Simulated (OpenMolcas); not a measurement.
# H4Ti (TiH4): RI-MP2/ANO-S-VDZ (RICD fitting, fermi aufbau 3)

Aim: a geometry optimisation of H4Ti (TiH4). 

The results are computed with OpenMolcas 26.06.

## Step 1: The molecule

The species is H4Ti (5 atoms), typed as a singlet with charge 0. SMILES: `[H][Ti]([H])([H])[H]`. The shape was changed from the relaxed one by the stated rule. The run starts from this shape.

Bond lengths: Ti1–H2 1.683 Å, Ti1–H3 1.757 Å, Ti1–H4 1.807 Å, Ti1–H5 1.774 Å. Angles: H2–Ti1–H3 112.3°, H2–Ti1–H4 105.6°, H2–Ti1–H5 113.7°, H3–Ti1–H4 109.1°, H3–Ti1–H5 107.3°, H4–Ti1–H5 108.7°.

## Step 2: A structure relaxation at RI-MP2/ANO-S-VDZ (RICD fitting, fermi aufbau 3)

File test.inp:

```
>>> EXPORT MOLCAS_PRINT=2
&GATEWAY
Coord
5
bohr
Ti     0.02193405    -0.05127961     0.09480000
H      0.00140785     0.00320120     3.27424342
H      3.10113128     0.02169784    -1.14549528
H     -1.64438865     2.76597701    -0.88070875
H     -1.52113882    -2.72301976    -1.21784912
Basis=ANO-S-VDZ
Group=NoSym
RICD
>>> EXPORT MOLCAS_MAXITER=40
>>> Do While
&SEWARD
&SCF
Fermi=3
PrOrbitals=0
&MBPT2
Frozen=5
Grdt
&SLAPAF
Thrshld=0.0 0.0001
>>> EndDo
```

The run is started by

```
$ export MOLCAS_MEM=1860
$ pymolcas test.inp > test.log
```

Output:

```text
--- Start Module: gateway ---

                                              &GATEWAY

                       available to each process: 1.9 GB of memory, 1 thread

++    Symmetry information:
      ---------------------

                    Character Table for C1

                             E
                    a        1  x, y, xy, Rz, z, xz, Ry, yz, Rx, I
--

++    Basis set information:
      ----------------------

      Basis set label: TI.ANO-S...5S4P2D.

      Electronic valence basis set:
      ------------------
      Associated Effective Charge  22.000000 au
      Associated Actual Charge     22.000000 au
      Nuclear Model: Point charge

      Shell  nPrim  nBasis  Cartesian Spherical Contaminant
         s      17       5        X
         p      12       4        X
         d       9       2                 X

      Basis set label: H.ANO-S...2S.

      Electronic valence basis set:
      ------------------
      Associated Effective Charge   1.000000 au
      Associated Actual Charge      1.000000 au
      Nuclear Model: Point charge

      Shell  nPrim  nBasis  Cartesian Spherical Contaminant
         s       7       2        X
--

++    Molecular structure info:
      -------------------------

                    ************************************************
                    **** Cartesian Coordinates / bohr, angstrom ****
                    ************************************************

[... 132 lines left out ...]
                                   SCF        iterations: Energy and convergence statistics
[... 95 lines left out ...]
      Dipole Moment (debye):
[... 67 lines left out ...]
       Second-order correlation energy      =       -0.2457797721 a.u.
[... 102 lines left out ...]
 Convergence test a la Schlegel.
[... 20 lines left out ...]
  force constant weighted redundant internal coordinates.
[... 93 lines left out ...]
WARNING!
[... 74 lines left out ...]
WARNING!
[... 75 lines left out ...]
WARNING!
[... 76 lines left out ...]
WARNING!
[... 77 lines left out ...]
WARNING!
[... 78 lines left out ...]
WARNING!
[... 79 lines left out ...]
WARNING!
[... 41 lines left out ...]
  Geometrical information of the final structure
[... 93 lines left out ...]
      Nuclear repulsion energy =   28.01560107
[... 70 lines left out ...]
 *                                             SCF/KS-DFT Program, Final results                                             *
[... 95 lines left out ...]
      Nuclear repulsion energy =   28.01560107
[... 20 lines left out ...]
      Energies of the active external orbitals

      symmetry species 1                     0.028614      0.028619      0.028626      0.046246      0.046267
                                             0.046271      0.257124      0.257150      0.257151      0.301714
                                             0.353987      0.353989      0.360716      0.360727      0.360764
                                             0.769350      0.769375      0.769379      0.920379      1.057466
                                             1.057469      1.057471

      ********************************************************************************************************
      *                                               Results                                                *
      ********************************************************************************************************

       SCF energy                           =     -850.5829509368 a.u.
       Second-order correlation energy      =       -0.2442378320 a.u.
       ( Opposite-Spin contribution         =       -0.1833806883 )

       Total energy                         =     -850.8271887688 a.u.

       Reference weight ( Cref**2 )         =        0.90093

::    Total MBPT2 energy                             -850.8271887688

++    Molecular properties:
      ---------------------

      Charge (e):
                      =   -0.0000
      Dipole Moment (debye):
      Origin of the operator (angstrom)=   -0.0043    0.0017    0.0132
                   X=  3.7899E-04               Y= -7.0177E-04               Z= -2.8260E-04           Total=  8.4615E-04
      Quadrupole Moment (debye*angstrom):
      Origin of the operator (angstrom)=   -0.0043    0.0017    0.0132
                  XX= -2.5352E+01              XY= -7.6863E-04              XZ=  8.6360E-04              YY= -2.5352E+01
                  YZ= -1.3927E-03              ZZ= -2.5352E+01
      In traceless form (debye*angstrom)
                  XX= -7.6118E-04              XY= -1.1529E-03              XZ=  1.2954E-03              YY=  1.5476E-04
                  YZ= -2.0891E-03              ZZ=  6.0642E-04
--

       Zeroth-order energy (E0)             =     -512.0976120030 a.u.

       Shanks-type energy S1(E)             =     -850.8273651286 a.u.

--- Stop Module: last_energy /rc=_RC_ALL_IS_WELL_ ---
--- Module last_energy spent 1 second ---

>>> END DO

.##################.
.# Happy landing! #.
.##################.

    Timing: Wall=19.28 User=15.35 System=3.22
```

Wall time 20 s (1 thread of Arm Neoverse V2, shared host).

Step by step:

| step | energy from the first frame kept (eV) | largest force (eV/Å) |
| --- | --- | --- |
| 0 | 0.0000 | 1.2156 |
| 1 | -0.0390 | 0.7365 |
| 2 | -0.0605 | 0.0649 |
| 3 | -0.0611 | 0.0443 |
| 4 | -0.0616 | 0.0207 |
| 5 | -0.0616 | 0.0156 |
| 6 | -0.0617 | 0.0027 |
| 7 | -0.0617 | 0.0009 |

After the run. Bond lengths: Ti1–H2 1.732 Å, Ti1–H3 1.732 Å, Ti1–H4 1.732 Å, Ti1–H5 1.732 Å. Angles: H2–Ti1–H3 109.5°, H2–Ti1–H4 109.5°, H2–Ti1–H5 109.5°, H3–Ti1–H4 109.5°, H3–Ti1–H5 109.5°, H4–Ti1–H5 109.5°.

## Step 3: Results

Level: RI-MP2/ANO-S-VDZ (RICD fitting, fermi aufbau 3), 5 core orbitals frozen.

```
                                   quantity          value
                    total energy at the end  -850.82719 Eh
         dipole moment (mean-field density)         0.00 D
        HOMO energy (Hartree–Fock orbitals)      -12.51 eV
        LUMO energy (Hartree–Fock orbitals)        0.78 eV
      HOMO–LUMO gap (Hartree–Fock orbitals)       13.28 eV
correlation energy (5 core orbitals frozen)     -244.2 mEh
```

At the final geometry: Bond lengths: Ti1–H2 1.732 Å, Ti1–H3 1.732 Å, Ti1–H4 1.732 Å, Ti1–H5 1.732 Å. Angles: H2–Ti1–H3 109.5°, H2–Ti1–H4 109.5°, H2–Ti1–H5 109.5°, H3–Ti1–H4 109.5°, H3–Ti1–H5 109.5°, H4–Ti1–H5 109.5°. The optimisation took 7 steps and changed the energy by -0.062 eV.
